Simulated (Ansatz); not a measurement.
# Sc5Al3Fe3Co9: the cost of one run

Method: DFT PBE, scalar-relativistic, plane waves, PAW, in Ansatz 0.2.0.

### Step 1. The system as given

The cell holds 20 atoms (Al3Co9Fe3Sc5): a = 6.776 Å, b = 6.284 Å, c = 7.026 Å, α = 87.94°, β = 92.17°, γ = 87.54°.

It is the last frame of an earlier stage of the same melt, run at 2410 K.

As a file:

```xyz
20
Lattice="6.7733 0.1415 -0.1319 0.1415 6.2815 0.1207 -0.1319 0.1207 7.0233" Properties=species:S:1:pos:R:3 pbc="T T T"
Co    3.8789    1.2595    1.2128
Co    5.5144    3.7561    0.7086
Co    0.8975    3.1189    6.7199
Co    3.0300    0.8080    4.0085
Co    4.8695    1.4436    3.1835
Co    1.8214    4.7889    4.6464
Co    5.8943    1.6097    0.9391
Co    2.5244    5.7384    2.0632
Co    0.5459    5.5802    0.5043
Sc    3.8779    2.7363    5.8904
Sc    2.6720    4.5663    0.2139
Sc    6.0628    4.8921    4.8332
Sc    0.9267    3.5272    2.2008
Sc    3.6815    3.7283    3.0890
Al    0.4496    6.1354    2.8364
Al    6.0747    1.7088    5.4490
Al    1.7110    1.1725    6.9432
Fe    1.3774    1.5867    4.6392
Fe    4.1786    0.4434    5.9319
Fe    4.9113    5.8517    1.9611
```

### Step 2. The last frame at 2410 K on a finer mesh

The electrons keep the Fermi-Dirac width of that temperature.

input.yaml

```yaml
crystal:
  lattice:
    - [6.773293, 0.141481, -0.131923]
    - [0.141481, 6.281528, 0.120683]
    - [-0.131923, 0.120683, 7.023283]
  atoms:
    - { symbol: Co, position: [0.5723470313, 0.1841593412, 0.1802657487] }
    - { symbol: Co, position: [0.8041366765, 0.5778153182, 0.1060704513] }
    - { symbol: Co, position: [0.141105402, 0.4750686366, 0.9512855215] }
    - { symbol: Co, position: [0.4563484253, 0.1072520666, 0.577475121] }
    - { symbol: Co, position: [0.723679231, 0.2046149256, 0.4633622021] }
    - { symbol: Co, position: [0.2661124818, 0.7438277861, 0.6537905193] }
    - { symbol: Co, position: [0.8681886623, 0.2338973043, 0.146002486] }
    - { symbol: Co, position: [0.3594520967, 0.8999664217, 0.2850558841] }
    - { symbol: Co, position: [0.063218649, 0.8858204527, 0.0577768597] }
    - { symbol: Sc, position: [0.5804561234, 0.4063513787, 0.8426141272] }
    - { symbol: Sc, position: [0.3799880932, 0.7178983998, 0.025253397] }
    - { symbol: Sc, position: [0.893010848, 0.7453952554, 0.6921294418] }
    - { symbol: Sc, position: [0.1312343469, 0.5526836634, 0.3063266756] }
    - { symbol: Sc, position: [0.5401377964, 0.5729179562, 0.4401304932] }
    - { symbol: Al, position: [0.0537252453, 0.9680656686, 0.3882291005] }
    - { symbol: Al, position: [0.9072867381, 0.2364503918, 0.7888245532] }
    - { symbol: Al, position: [0.2685400118, 0.1615782613, 0.9908667908] }
    - { symbol: Fe, position: [0.2113053649, 0.2351548479, 0.6604747676] }
    - { symbol: Fe, position: [0.6327520277, 0.0398983804, 0.8558105491] }
    - { symbol: Fe, position: [0.7114749756, 0.9102293135, 0.2769477666] }
basis:
  ecutwfc: 420
kpoints:
  mp_grid: { grid: [4, 4, 3] }
hamiltonian:
  xc: pbe
scf:
  occupations: { method: fermi_dirac, width: 0.2077 }
output:
  forces: true
  stress: true
  eigenvalues: true
  populations: true
  write_density: true
  write_potential: true
  elf: true
  volumetric_format: npy
```

On the command line:

```bash
$ ansatz run input.yaml --threads 2 --pin off --max-ram 5120MiB --backend cpu --events-out ev --progress --plain --runs-dir out
```

What time and memory should one allow on 2 threads of Arm Neoverse V2, shared host?

About 1.9 min, with a peak of 1.4 GiB.
